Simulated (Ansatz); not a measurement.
**C₃H₇FOSi: one species, many methods**

How much do the methods differ for C₃H₇FOSi? The plan is to run it at one geometry with functionals of several rungs and with coupled cluster. The yardstick is the atomisation energy at the CCSD(T) limit.

Method: functionals in def2-TZVPP, the program's frozen cores in correlated methods; program: Ansatz 0.2.0, Gaussian basis.

Levels to be run: PBE-D4, r2SCAN-D4, PBE0-D4, B3LYP-D4, ωB97X-V, ωB97M-V, B2PLYP; CCSD(T)/def2-TZVPP; MP2/def2-QZVPP; extrapolation to the limit.

## (1) Structure used throughout

All runs share one geometry, relaxed beforehand with PBE0-D4 in a triple-zeta def2 set.

SMILES `C=C(F)O[SiH2]C`, 13 atoms, charge 0, spin multiplicity 1.

Atoms are counted from 1 here; the program's logs count them from 0.

Bond lengths: C1–C2 1.322 Å, C1–H7 1.079 Å, C1–H8 1.079 Å, C2–F3 1.345 Å, C2–O4 1.320 Å, O4–Si5 1.678 Å, Si5–C6 1.855 Å, Si5–H9 1.481 Å, Si5–H10 1.484 Å, C6–H11 1.092 Å, C6–H12 1.092 Å, C6–H13 1.094 Å. Angles: C2–C1–H7 119.6°, C2–C1–H8 119.9°, H7–C1–H8 120.5°, C1–C2–F3 120.9°, C1–C2–O4 126.9°, F3–C2–O4 112.2°, C2–O4–Si5 127.5°, O4–Si5–C6 111.7°, O4–Si5–H9 102.4°, O4–Si5–H10 109.3°, C6–Si5–H9 111.7°, C6–Si5–H10 111.4°, H9–Si5–H10 110.0°, Si5–C6–H11 111.0°, Si5–C6–H12 111.1°, Si5–C6–H13 109.8°, H11–C6–H12 108.6°, H11–C6–H13 108.0° and more.

As a file:

```xyz
13

C     0.45406   -2.57809   -0.87342
C     0.50776   -1.33726   -0.42175
F     1.37971   -0.45204   -0.93705
O    -0.23314   -0.80922    0.53476
Si   -0.15282    0.75130    1.14701
C    -0.64815    2.01085   -0.12150
H    -0.25139   -3.27126   -0.44286
H     1.11465   -2.89055   -1.66664
H    -1.11263    0.70149    2.27345
H     1.21688    1.00685    1.65822
H    -1.64293    1.79581   -0.51822
H     0.06114    2.03254   -0.95091
H    -0.67266    3.00509    0.33370
```

## (2) PBE-D4 (GGA)

in.yaml

```yaml
crystal:
  periodic: [false, false, false]
  atoms:
    - {symbol: C, position_ang: [0.454065, -2.578090, -0.873416]}
    - {symbol: C, position_ang: [0.507763, -1.337261, -0.421751]}
    - {symbol: F, position_ang: [1.379711, -0.452045, -0.937050]}
    - {symbol: O, position_ang: [-0.233137, -0.809216, 0.534763]}
    - {symbol: Si, position_ang: [-0.152818, 0.751302, 1.147009]}
    - {symbol: C, position_ang: [-0.648146, 2.010852, -0.121502]}
    - {symbol: H, position_ang: [-0.251388, -3.271261, -0.442859]}
    - {symbol: H, position_ang: [1.114645, -2.890555, -1.666644]}
    - {symbol: H, position_ang: [-1.112628, 0.701489, 2.273454]}
    - {symbol: H, position_ang: [1.216882, 1.006850, 1.658222]}
    - {symbol: H, position_ang: [-1.642927, 1.795807, -0.518218]}
    - {symbol: H, position_ang: [0.061139, 2.032537, -0.950909]}
    - {symbol: H, position_ang: [-0.672658, 3.005091, 0.333701]}
basis:
  gaussian: {orbitals: def2-TZVPP}
hamiltonian: {xc: pbe, dispersion: d4}
output: {forces: true, orbitals: {seedname: orbitals}}
```

Command:

```sh
> ansatz run in.yaml --threads 2 --pin off --events-out ev --progress --plain --max-ram 22528MiB --backend cuda --devices 0, --max-vram 18GiB
```

The runs that follow: r2SCAN-D4 (meta-GGA); PBE0-D4 (hybrid); B3LYP-D4 (hybrid); ωB97X-V (range-separated); ωB97M-V (range-separated); B2PLYP (double hybrid); CCSD(T) in def2-TZVPP; MP2 in def2-QZVPP.

**Question.** What will the summary of the whole plan be? Wanted: atomisation energy, CCSD(T)/CBS; farthest; mean size of error, hybrid; mean size of error, range-separated; gap, smallest and largest; T1 diagnostic; triples share of the correlation energy.

**Answer**, as computed:

```
                               quantity                                           value
        atomisation energy, CCSD(T)/CBS                                       52.811 eV
    functionals within 0.264 eV (0.5 %)  r2SCAN-D4, PBE0-D4, B3LYP-D4, ωB97X-V, ωB97M-V
                               farthest                              PBE-D4 (+1.136 eV)
             mean size of error, hybrid                                        0.058 eV
    mean size of error, range-separated                                        0.192 eV
              gap, smallest and largest            5.29 eV (PBE-D4), 11.73 eV (ωB97X-V)
                          T1 diagnostic                                          0.0119
triples share of the correlation energy                                           3.7 %
```

In words: PBE-D4 misses by +1.136 eV. Double hybrids carry the basis error of their MP2 part in triple zeta, and no dispersion term here, so their miss is partly the set-up's. The reference freezes the cores and leaves out relativity and excitations past (T), so misses under about 0.264 eV can't be ranked. Hartree-Fock recovers 73 % of the binding; the rest is correlation. The gap grows from 5.3 to 11.7 eV across the functionals, mostly with the share of exact exchange.
